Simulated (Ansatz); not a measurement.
Crystal: MgB.

```
Mg B
1.0
     2.89515    0.00000    0.00000
     0.00000    2.89515    0.00000
     0.00000    0.00000    2.89515
Mg B
1 1
Direct
  0.00000 0.00000 0.00000
  0.50000 0.50000 0.50000
```

The cell was built by a generator and needn't be a form met in nature.

Base run:

* Program: Ansatz 0.2.0
* Functional: BLYP
* Potentials or basis: Ansatz PAW
* Cutoff: 420 eV (not typed: the program's choice for these potentials)
* k mesh: 9 × 9 × 9
* Occupations: fermi-dirac, width 0.05 eV
* Spin: no spin polarisation

Its results: band gap on the k mesh none (metal or under the smearing width); pressure 2.6 GPa.

**Question.** After a change of settings the same cell gave: band gap on the k mesh none (metal or under the smearing width); pressure -5.1 GPa. Which change was it?
A. functional from BLYP to LDA
B. functional from BLYP to r2SCAN; cutoff from 420 eV (not typed: the program's choice for these potentials) to 500 eV (not typed: the program's choice for these potentials)
C. functional from BLYP to RPBE

**Answer.** A.

LDA binds more tightly than BLYP, so the same cell stands under less pressure.

Caveats: the PAW data sets come from PBE, with cores solved anew for the run's functional, which leaves a small shift of forces and pressure.

Runs at the PBE level aren't shown here.
